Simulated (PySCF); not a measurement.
# CrH4N2 (Cr(NH2)2): the cost of one run

The runs use PySCF 2.14.0, with density-fitted response routines of our own; the level of theory stands in each step. All values are computed, except where a source is named. Atoms are numbered from 0 throughout.

## 1. The molecule as given

7 atoms, charge 0, multiplicity 5; geometry from: GFN2-xTB. The atoms were then displaced at random by about 0.03 Å, so the start is not that level's minimum.

Bonds of the start (Å): Cr0–N1 1.80, Cr0–N4 1.87, N1–H2 0.99, N1–H3 0.94, N4–H5 1.02, N4–H6 0.97.

## 2. Optimising the geometry at PBE0-D3(BJ)/def2-SVP

Job settings and geometry (Å):

```
{"job": {"xc": "PBE0", "basis": "def2-SVP", "d3": "d3bj", "grid": 1, "maxiter": 40, "shake": 0.03, "kind": "geom"}, "charge": 0, "multiplicity": 5}
Cr     0.062700    -0.079300     0.012510
N     -0.016770    -0.029720     1.812430
H      0.552410     0.505030     2.415540
H     -0.513070    -0.546190     2.423670
N     -0.007700    -0.005970    -1.850520
H      0.598580     0.571100    -2.439620
H     -0.584300    -0.516970    -2.442570
```

The run is started by

```sh
OMP_NUM_THREADS=1 python probes_run.py task.json out
```

The driver reads the jobs from task.json and runs them one after another.

Q: Estimate the wall time and peak memory of this first job on 1 thread of Intel Xeon Platinum 8259CL at 2.50GHz, shared host.

About 65 s, with a peak of 0.34 GiB.
